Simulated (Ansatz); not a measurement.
# Li2Pd: stress in a strained cell

Aim: deform Li2Pd (equal xx and yy strain of -2 %) and compute stress, forces and field gradients with LAPW, PAW and all-electron datasets made for the crystal.

Program: Ansatz 0.2.0. Level of theory: DFT LDA, scalar-relativistic. These are calculated values, not measurements.

## (1) The structure to begin with

The structure is hexagonal, space group P6/mmm (No. 191). Conventional cell: a = 4.227 Å, b = 4.227 Å, c = 2.732 Å, α = 90.00°, β = 90.00°, γ = 120.00°. Li (site symmetry -6m2) has 5 Li at 2.44 to 2.73 Å and 6 Pd at 2.80 Å as nearest neighbours. Pd (site symmetry 6/mmm) has 2 Pd at 2.73 Å and 12 Li at 2.80 Å as nearest neighbours.

Structure file:

```cif
data_structure
_symmetry_space_group_name_H-M 'P6/mmm'
_symmetry_Int_Tables_number 191
_cell_length_a 4.2267
_cell_length_b 4.2267
_cell_length_c 2.7319
_cell_angle_alpha 90.000
_cell_angle_beta 90.000
_cell_angle_gamma 120.000
_cell_volume 42.27
loop_
_atom_site_label
_atom_site_type_symbol
_atom_site_symmetry_multiplicity
_atom_site_Wyckoff_symbol
_atom_site_fract_x
_atom_site_fract_y
_atom_site_fract_z
_atom_site_occupancy
Li1 Li 2 d 0.33333 0.66667 0.50000 1
Pd1 Pd 1 a 0.00000 0.00000 0.00000 1
```

The file gives the conventional cell by its symmetry; the runs use the cell typed in the input.

Atoms are numbered in the order of the input: Li1, Li2, Pd3.

## (2) After the deformation

Space group P6/mmm before, P6/mmm after.

## (3) Full-potential LAPW

The input, input.yaml:

```yaml
crystal:
  lattice:
    - [4.1421661807, 0.0, 0.0]
    - [-2.0710830904, 3.5872211392, 0.0]
    - [0.0, 0.0, 2.7319]
  atoms:
    - { symbol: Li, position: [0.3333333333, 0.6666666667, 0.5] }
    - { symbol: Li, position: [0.6666666667, 0.3333333333, 0.5] }
    - { symbol: Pd, position: [0.0, 0.0, 0.0] }
kpoints:
  mp_grid: { grid: [11, 11, 15] }
  band_path:
    path:
      - [0.0, 0.0, 0.0]
      - [0.5, 0.0, 0.0]
      - [0.3333333333, 0.3333333333, 0.0]
      - [0.0, 0.0, 0.0]
      - [0.0, 0.0, 0.5]
      - [0.5, 0.0, 0.5]
      - [0.3333333333, 0.3333333333, 0.5]
      - [0.0, 0.0, 0.5]
      - [0.5, 0.0, 0.5]
    npoints: 5
scf:
  occupations: { method: fermi_dirac, width: 0.08 }
hamiltonian:
  xc: lda
  pseudopotentials: { kind: all_electron, lapw: { basis_error: 0.0005 } }
output:
  forces: true
  stress: true
  eigenvalues: true
```

Launch:

```sh
$ ansatz run input.yaml --threads 1 --pin off --max-ram 4096MiB --backend cpu --events-out ev --progress --plain --runs-dir out
```

## (4) PAW with frozen cores

The input, input.yaml:

```yaml
crystal:
  lattice:
    - [4.1421661807, 0.0, 0.0]
    - [-2.0710830904, 3.5872211392, 0.0]
    - [0.0, 0.0, 2.7319]
  atoms:
    - { symbol: Li, position: [0.3333333333, 0.6666666667, 0.5] }
    - { symbol: Li, position: [0.6666666667, 0.3333333333, 0.5] }
    - { symbol: Pd, position: [0.0, 0.0, 0.0] }
kpoints:
  mp_grid: { grid: [11, 11, 15] }
scf:
  occupations: { method: fermi_dirac, width: 0.08 }
hamiltonian:
  xc: lda
  pseudopotentials: { kind: paw }
output:
  forces: true
  stress: true
  eigenvalues: true
  efg: { contact_densities: true }
```

## (5) All-electron PAW on datasets made for the crystal

input.yaml: that of step 4 with these lines changed.

```diff
@@ -15,3 +15,3 @@
   xc: lda
-  pseudopotentials: { kind: paw }
+  pseudopotentials: { kind: all_electron, datasets: crystal }
 output:
```

(Steps that only read results are left out.)

Q: Predict the outcome of this session. Wanted: pressure; largest shear or deviatoric stress.

**Answer**, as computed:

| quantity | value |
| --- | --- |
| pressure | LAPW -3.37, PAW -3.37, crystal datasets -3.36 GPa |
| largest shear or deviatoric stress (LAPW) | 3.04 GPa |

The largest part of the stress beyond the pressure is 3.04 GPa in size, in the zz component; the atoms are carried along and not relaxed. No run of the undeformed cell stands beside it, so the pressure holds what the given cell had before the change. PAW: stress within 0.01 GPa of LAPW. Crystal datasets: stress within 0.01 GPa of LAPW.
